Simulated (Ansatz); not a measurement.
Crystal: MoPt3.

```
Pt Mo
1.0
     1.40012    0.80836    9.22750
    -1.40012    0.80836    9.22750
     0.00000   -1.61672    9.22750
Pt Mo
3 1
Cartesian
  0.0000 0.0000 7.0108
  0.0000 0.0000 13.8413
  0.0000 0.0000 20.6717
  0.0000 0.0000 0.0000
```

The cell comes from a database or a generator and needn't be the stable form of this composition.

| Quantity | Value |
| --- | --- |
| Program | Ansatz 0.2.0 |
| Task | single point |
| Functional | PBEsol |
| Potentials or basis | all-electron LAPW, scalar-relativistic |
| Cutoff | 264 eV (chosen from the basis error) |
| Basis error allowed | 0.001 eV/atom |
| k mesh | 11 × 11 × 11 |
| Occupations | fermi-dirac, width 0.05 eV |
| Spin | no spin polarisation |

On this cell: pressure -10.8 GPa; largest force under 0.003 eV/Å; band gap on the k mesh none (metal or under the smearing width).

The same run follows on a disturbed copy (atoms moved at random, drawn with an rms of 0.05 Å):

```
CELL_PARAMETERS angstrom
1.40012 0.80836 9.22750
-1.40012 0.80836 9.22750
0.00000 -1.61672 9.22750
ATOMIC_POSITIONS crystal
Pt 0.25413 0.25113 0.25583
Pt 0.48447 0.51138 0.50223
Pt 0.76873 0.73187 0.74147
Mo 0.01863 0.97631 0.00779
```

Problem. What changes?

Solution. The energy (extrapolated to zero smearing) moves by +3.5 meV/atom; pressure -10.7 GPa; largest force 0.320 eV/Å; band gap on the k mesh none (metal or under the smearing width).

Forces in eV/Å, atoms in the order of the input:
```
Pt   0.097 -0.020 -0.024
Pt   0.093  0.013  0.305
Pt  -0.045 -0.083 -0.108
Mo  -0.145  0.089 -0.173
```

Stress tensor (GPa, compression positive):
```
-11.26  -0.16  -0.42
 -0.16 -11.10  -0.17
 -0.42  -0.17  -9.88
```
